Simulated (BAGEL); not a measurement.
**AlBrF (SMILES [F][Al][Br]) at 4 levels**

Wanted: a comparison of 4 runs (UHF/STO-3G, UHF/3-21G, UHF/pcseg-1, UHF/def2-SVP) of AlBrF. 

The results are computed with BAGEL 1.2.2.

12 further runs of the same task are left out: 7 for a known fault of the program, 3 that didn't finish, 2 set aside as unsound or not needed.

## 1. The system as given

The species is AlBrF (3 atoms), meant as a doublet with charge 0. SMILES: `[F][Al][Br]`. The shape is that of a PBE0-D4/def2-TZVP optimisation.

Bond lengths: F1–Al2 1.648 Å, Al2–Br3 2.266 Å. Angles: F1–Al2–Br3 118.9°.

## 2. A single-point energy at UHF/STO-3G (density fitting with qzvpp-jkfit) (run 1)

hf.json reads:

```json
{ "bagel": [

{
  "title": "molecule",
  "basis": "sto-3g",
  "df_basis": "qzvpp-jkfit",
  "angstrom": true,
  "geometry": [
    { "atom": "F", "xyz": [   -1.120000,    1.016600,   -0.510500 ] },
    { "atom": "Al", "xyz": [   -0.440000,   -0.468200,   -0.288800 ] },
    { "atom": "Br", "xyz": [    1.549000,   -0.613200,    0.786200 ] }
  ]
},
{ "title": "uhf", "charge": 0, "nopen": 1 },
{ "title": "print", "file": "orbitals.molden", "orbitals": true }

]}
```

Launch:

```
$ BAGEL_NUM_THREADS=1 BAGEL hf.json > hf.out
```

Output:

```text
* using 1 threads per process

  ===============================================================
  ===============================================================

  *** Geometry ***

  { "atom" : "F", "xyz" : [     -2.116493,      1.921096,     -0.964705 ] },
  { "atom" : "Al", "xyz" : [     -0.831479,     -0.884770,     -0.545753 ] },
  { "atom" : "Br", "xyz" : [      2.927186,     -1.158780,      1.485703 ] },

  Number of auxiliary basis functions:      471

  Since a DF basis is specified, we compute 2- and 3-index integrals:
    o Being stored without compression. Storage requirement is 0.004 GB

  Number of basis functions:       32
  Number of electrons      :       57

    * METHOD: MOLECULE                             0.14

  *** Open-shell HF ***

  === Nuclear Repulsion ===
   193.0809175193

      * DIIS with orbital gradients will be used.

  === UHF iteration (sto-3g) ===
      0      -2881.68402308          0.02571946           0.06
      1      -2881.77383400          0.00776221           0.05
      2      -2881.78171006          0.00219167           0.05
      3      -2881.78280690          0.00079823           0.05
      4      -2881.78323874          0.00010509           0.06
      5      -2881.78325189          0.00003926           0.05
      6      -2881.78325430          0.00001398           0.05
      7      -2881.78325458          0.00000431           0.05
      8      -2881.78325459          0.00000137           0.05
      9      -2881.78325459          0.00000051           0.06
     10      -2881.78325459          0.00000021           0.05
     11      -2881.78325459          0.00000007           0.05
     12      -2881.78325459          0.00000003           0.05
     13      -2881.78325459          0.00000001           0.05
     14      -2881.78325459          0.00000000           0.05
    * SCF iteration converged.

    * S^2 (UHF) is 0.7563

    * Permanent dipole moment:
           (    1.114410,     0.582263,     0.669721) a.u.

    * METHOD: UHF                                  0.89

    * METHOD: PRINT                                0.00

  ===============================================================
```

It took 1.4 s on 1 thread of Intel Xeon Platinum 8488C (Sapphire Rapids), shared host; peak memory 0.08 GiB.

## 3. A single-point energy at UHF/3-21G (density fitting with qzvpp-jkfit) (run 2)

input.json reads:

```json
{ "bagel" : [

{
  "title" : "molecule",
  "basis" : "3-21g",
  "df_basis" : "qzvpp-jkfit",
  "angstrom" : true,
  "geometry" : [
    { "atom" : "F", "xyz" : [   -1.120000,    1.016600,   -0.510500 ] },
    { "atom" : "Al", "xyz" : [   -0.440000,   -0.468200,   -0.288800 ] },
    { "atom" : "Br", "xyz" : [    1.549000,   -0.613200,    0.786200 ] }
  ]
},
{
  "title" : "uhf",
  "nopen" : 1
},
{
  "title" : "print",
  "file" : "orbitals.molden",
  "orbitals" : true
}

]}
```

Launch:

```
$ BAGEL_NUM_THREADS=1 BAGEL input.json > input.out
```

Output:

```text
* using 1 threads per process

  ===============================================================
  ===============================================================

  *** Geometry ***

  { "atom" : "F", "xyz" : [     -2.116493,      1.921096,     -0.964705 ] },
  { "atom" : "Al", "xyz" : [     -0.831479,     -0.884770,     -0.545753 ] },
  { "atom" : "Br", "xyz" : [      2.927186,     -1.158780,      1.485703 ] },

  Number of auxiliary basis functions:      471

  Since a DF basis is specified, we compute 2- and 3-index integrals:
    o Being stored without compression. Storage requirement is 0.007 GB

  Number of basis functions:       44
  Number of electrons      :       57

    * METHOD: MOLECULE                             0.14

  *** Open-shell HF ***

  === Nuclear Repulsion ===
   193.0809175193

      * DIIS with orbital gradients will be used.

  === UHF iteration (3-21g) ===
      0      -2899.51797729          0.04973447           0.07
      1      -2899.60518063          0.03335381           0.07
      2      -2899.63228161          0.02011640           0.07
      3      -2899.64617410          0.00105175           0.07
      4      -2899.64672380          0.00039162           0.07
      5      -2899.64681548          0.00011452           0.07
      6      -2899.64682680          0.00004102           0.07
      7      -2899.64682949          0.00001397           0.07
      8      -2899.64682975          0.00000499           0.07
      9      -2899.64682977          0.00000199           0.07
     10      -2899.64682977          0.00000048           0.07
     11      -2899.64682977          0.00000019           0.07
     12      -2899.64682977          0.00000009           0.07
     13      -2899.64682977          0.00000004           0.07
     14      -2899.64682977          0.00000002           0.08
     15      -2899.64682977          0.00000001           0.09
     16      -2899.64682977          0.00000001           0.10
    * SCF iteration converged.

    * S^2 (UHF) is 0.7539

    * Permanent dipole moment:
           (    0.618998,     0.699590,     0.410215) a.u.

    * METHOD: UHF                                  1.42

    * METHOD: PRINT                                0.00

  ===============================================================
```

Run time: 1.9 s. Hardware: 1 thread of Intel Xeon Platinum 8488C (Sapphire Rapids), shared host; peak memory 0.08 GiB.

## 4. A single-point energy at UHF/pcseg-1 (density fitting with qzvpp-jkfit) (run 3)

input.json reads:

```json
{ "bagel" : [

{
  "title" : "molecule",
  "basis" : "pcseg-1.json",
  "df_basis" : "qzvpp-jkfit",
  "angstrom" : true,
  "geometry" : [
    { "atom" : "F", "xyz" : [      -1.120000,       1.016600,      -0.510500 ] },
    { "atom" : "Al", "xyz" : [      -0.440000,      -0.468200,      -0.288800 ] },
    { "atom" : "Br", "xyz" : [       1.549000,      -0.613200,       0.786200 ] }
  ]
},

{ "title" : "uhf", "nopen" : 1 },

{ "title" : "print", "file" : "orbitals.molden", "orbitals" : true }

]}
```

The basis set pcseg-1 is read from a file made from the Basis Set Exchange's data (not shown).

Launch:

```
$ BAGEL_NUM_THREADS=1 BAGEL input.json > input.out
```

Output:

```text
* using 1 threads per process

  ===============================================================
  ===============================================================

  *** Geometry ***

  { "atom" : "F", "xyz" : [     -2.116493,      1.921096,     -0.964705 ] },
  { "atom" : "Al", "xyz" : [     -0.831479,     -0.884770,     -0.545753 ] },
  { "atom" : "Br", "xyz" : [      2.927186,     -1.158780,      1.485703 ] },

  Number of auxiliary basis functions:      471

  Since a DF basis is specified, we compute 2- and 3-index integrals:
    o Being stored without compression. Storage requirement is 0.013 GB

  Number of basis functions:       59
  Number of electrons      :       57

    * METHOD: MOLECULE                             0.18

  *** Open-shell HF ***

  === Nuclear Repulsion ===
   193.0809175193

      * DIIS with orbital gradients will be used.

  === UHF iteration (pcseg-1.json) ===
      0      -2913.32652256          0.04464079           0.12
      1      -2913.42325687          0.03479253           0.11
      2      -2913.47145702          0.02293601           0.10
      3      -2913.50864512          0.00111841           0.11
      4      -2913.50959852          0.00037010           0.10
      5      -2913.50973567          0.00013523           0.11
      6      -2913.50975937          0.00003881           0.10
      7      -2913.50976356          0.00001479           0.11
      8      -2913.50976435          0.00000623           0.11
      9      -2913.50976446          0.00000255           0.10
     10      -2913.50976446          0.00000084           0.10
     11      -2913.50976446          0.00000030           0.13
     12      -2913.50976446          0.00000012           0.11
     13      -2913.50976446          0.00000005           0.11
     14      -2913.50976446          0.00000003           0.12
     15      -2913.50976446          0.00000001           0.11
     16      -2913.50976446          0.00000001           0.10
    * SCF iteration converged.

    * S^2 (UHF) is 0.7532

    * Permanent dipole moment:
           (    0.370011,     0.758074,     0.279743) a.u.

    * METHOD: UHF                                  2.04

    * METHOD: PRINT                                0.01

  ===============================================================
```

Wall time 2.6 s (1 thread of Intel Xeon Platinum 8488C (Sapphire Rapids), shared host); peak memory 0.091 GiB.

## 5. The energy at UHF/def2-SVP (density fitting with qzvpp-jkfit) (run 4)

job.json reads:

```json
{ "bagel": [

{
  "title": "molecule",
  "basis": "svp",
  "df_basis": "qzvpp-jkfit",
  "geometry": [
    { "atom": "F", "xyz": [    -2.11649326,     1.92109558,    -0.96470519 ] },
    { "atom": "Al", "xyz": [    -0.83147949,    -0.88476977,    -0.54575290 ] },
    { "atom": "Br", "xyz": [     2.92718577,    -1.15878006,     1.48570268 ] }
  ]
},

{
  "title": "uhf",
  "nopen": 1
},

{
  "title": "print",
  "file": "orbitals.molden",
  "orbitals": true
}

]}
```

Launch:

```
$ BAGEL_NUM_THREADS=1 BAGEL job.json > job.out
```

Output:

```text
* using 1 threads per process

  ===============================================================
  ===============================================================

  *** Geometry ***

  { "atom" : "F", "xyz" : [     -2.116493,      1.921096,     -0.964705 ] },
  { "atom" : "Al", "xyz" : [     -0.831479,     -0.884770,     -0.545753 ] },
  { "atom" : "Br", "xyz" : [      2.927186,     -1.158780,      1.485703 ] },

  Number of auxiliary basis functions:      471

  Since a DF basis is specified, we compute 2- and 3-index integrals:
    o Being stored without compression. Storage requirement is 0.015 GB

  Number of basis functions:       64
  Number of electrons      :       57

    * METHOD: MOLECULE                             0.17

  *** Open-shell HF ***

  === Nuclear Repulsion ===
   193.0809176073

      * DIIS with orbital gradients will be used.

  === UHF iteration (svp) ===
      0      -2913.25500466          0.03881995           0.13
      1      -2913.34886014          0.02833963           0.12
      2      -2913.38891980          0.01799649           0.12
      3      -2913.41522995          0.00098064           0.12
      4      -2913.41599693          0.00037577           0.13
      5      -2913.41610099          0.00014325           0.12
      6      -2913.41612331          0.00004131           0.12
      7      -2913.41612724          0.00001608           0.12
      8      -2913.41612803          0.00000767           0.12
      9      -2913.41612823          0.00000305           0.12
     10      -2913.41612825          0.00000086           0.11
     11      -2913.41612826          0.00000036           0.12
     12      -2913.41612826          0.00000016           0.11
     13      -2913.41612826          0.00000006           0.12
     14      -2913.41612826          0.00000003           0.11
     15      -2913.41612826          0.00000001           0.11
     16      -2913.41612826          0.00000001           0.11
    * SCF iteration converged.

    * S^2 (UHF) is 0.7532

    * Permanent dipole moment:
           (    0.355245,     0.683088,     0.264034) a.u.

    * METHOD: UHF                                  2.21

    * METHOD: PRINT                                0.01

  ===============================================================
```

Run time: 2.8 s. Hardware: 1 thread of Intel Xeon Platinum 8488C (Sapphire Rapids), shared host; peak memory 0.094 GiB.

## 6. The series

```
run                                            level   energy (Eh)  dipole moment (D)   ⟨S²⟩  wall time
  1    UHF/STO-3G (density fitting with qzvpp-jkfit)  -2881.783255               3.62  0.756      1.4 s
  2     UHF/3-21G (density fitting with qzvpp-jkfit)  -2899.646830               2.59  0.754      1.9 s
  3   UHF/pcseg-1 (density fitting with qzvpp-jkfit)  -2913.509764               2.26  0.753      2.6 s
  4  UHF/def2-SVP (density fitting with qzvpp-jkfit)  -2913.416128               2.07  0.753      2.8 s
```

## 7. Results

| quantity | value |
| --- | --- |
| run 4: total energy | -2913.41613 Eh |
| run 4: dipole moment | 2.07 D |
| run 4: ⟨S²⟩ | 0.753 |

In words: The dipole moment (its size) runs from 2.07 D (UHF/def2-SVP) to 3.62 D (UHF/STO-3G). In run 1 the basis is minimal, so the values are rough. All runs together took 8.6 s, the longest 2.8 s.
